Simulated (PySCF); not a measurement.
**EuB: bond curves at several levels of theory**

One table from this session's results is given with a row withheld; the runs are named, their logs left out.

Computed with PySCF 2.14.0. Level: Eu x2c-SVPall, B x2c-SVPall, spin-free X2C with a Gaussian nucleus.

The first run:

Settings of the job:

```yaml
atoms: Eu, B
charge: 0
basis: Eu x2c-SVPall, B x2c-SVPall
Hamiltonian: spin-free X2C with a Gaussian nucleus
basis_functions: 99
electrons_treated: 68
masses_in_u: 152.9212, 11.0093
levels: PBE0, PBE, r²SCAN, r²SCAN0, BP86, LC-ωPBE, HF, MP2, SCS-MP2, CCSD, CCSD(T)
grid: 80 radial by 434 angular points
occupations: held fixed by the projection of orbital angular momentum
dissociation_limit: Eu + B, each in its ground configuration
starting_distance_in_angstrom: 2.325
values_of_2S_to_try: 6, 8, 10
```

Started as:

```bash
> OMP_NUM_THREADS=2 python dia.py task.json out
```

Among the steps run: Set-up; The PBE0 curve of the state that the search chose; Other states along the same grid; PBE; r²SCAN (meta-GGA); r²SCAN0; BP86; LC-ωPBE; UHF (mean field); Adding correlation.

One table of the session follows, with a row left open; its other results are not shown here.

It belongs to the step «The curves together». Energy (eV) from each level's lowest point:

```
R (Å)    UHF  UHF-MP2  UHF-SCS-MP2    PBE   BP86
2.061  1.174    0.698        0.824  0.562  0.581
2.156  0.725    0.332        0.407  0.247  0.261
2.252  0.401    0.109        0.151  0.072  0.080
2.324  0.229    0.029        0.052  0.012  0.016
2.396  0.110    0.000        0.006  0.000  0.000
2.468      ?        ?            ?      ?      ?
2.564  0.000    0.071        0.041  0.104  0.094
2.683  0.027    0.201        0.150  0.251  0.234
2.827  0.135    0.408        0.335  0.469  0.443
3.019  0.359    0.727        0.630  0.786  0.748
```

Estimate the missing values for R (Å) = 2.468.

Worked estimate for «UHF». A straight line through the neighbours (2.396, 0.110) and (2.564, 0.000) gives 0.110 + (0.000 − 0.110) × (2.468 − 2.396) / (2.564 − 2.396) = 0.063; a parabola fitted to 4 rows on both sides gives 0.041.

As computed: UHF: 0.038; UHF-MP2: 0.010; UHF-SCS-MP2: 0.000; PBE: 0.026; BP86: 0.021. In «UHF» the line misses by +0.025 and the parabola by +0.003.
